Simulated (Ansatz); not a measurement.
**ZrCl₂F₂: how energies converge with the basis set**

An exercise on one series of results from a longer session: the logs are not shown, and one member is left open.

Method: one geometry, several basis sets; program: Ansatz 0.2.0, Gaussian basis.

Plan: PBE0-D4/def2-SVP; ωB97M-V/def2-SVP; PBE0-D4/def2-QZVPP; ωB97M-V/def2-QZVPP; the functionals' def2-TZVPP values are taken from earlier runs.

## Structure used throughout

An earlier PBE0-D4 in a triple-zeta def2 set relaxation fixed the geometry. Zr takes the def2 core potential; no spin-orbit term is included.

SMILES `[F][Zr]([F])([Cl])[Cl]`, 5 atoms, charge 0, spin multiplicity 1.

Atoms are counted from 1 here; the program's logs count them from 0.

Bond lengths: F1–Zr2 1.882 Å, Zr2–F3 1.882 Å, Zr2–Cl4 2.330 Å, Zr2–Cl5 2.330 Å. Angles: F1–Zr2–F3 108.7°, F1–Zr2–Cl4 109.4°, F1–Zr2–Cl5 109.4°, F3–Zr2–Cl4 109.4°, F3–Zr2–Cl5 109.4°, Cl4–Zr2–Cl5 110.3°.

The first run:

Input file in.yaml:

```yaml
crystal:
  periodic: [false, false, false]
  atoms:
    - {symbol: F, position_ang: [0.180670, -0.585155, 1.836005]}
    - {symbol: Zr, position_ang: [0.065430, -0.081930, 0.026296]}
    - {symbol: F, position_ang: [1.247518, -1.151070, -0.974289]}
    - {symbol: Cl, position_ang: [-2.112394, -0.413337, -0.733715]}
    - {symbol: Cl, position_ang: [0.668576, 2.157993, -0.195795]}
basis:
  gaussian: {orbitals: def2-SVP}
hamiltonian: {xc: pbe0, dispersion: d4}
output: {orbitals: {seedname: orbitals}}
```

Among the steps run: PBE0-D4 in def2-SVP; ωB97M-V in def2-SVP; PBE0-D4 in def2-QZVPP; ωB97M-V in def2-QZVPP.

One of the session's tables, all rows but one given; the rest of the session is left out.

It belongs to the step «Functionals by basis». 

| functional | basis | HOMO (eV) | LUMO (eV) |
| --- | --- | --- | --- |
| PBE0-D4 | def2-SVP | ? | ? |
| PBE0-D4 | def2-TZVPP | -9.80 | -2.18 |
| PBE0-D4 | def2-QZVPP | -9.80 | -2.17 |
| ωB97M-V | def2-SVP | -11.93 | 0.10 |
| ωB97M-V | def2-TZVPP | -12.02 | -0.02 |
| ωB97M-V | def2-QZVPP | -12.03 | -0.03 |

Estimate the missing values for PBE0-D4, def2-SVP.

As computed: HOMO (eV): -9.76; LUMO (eV): -2.13. In the column «HOMO (eV)» it is the highest.
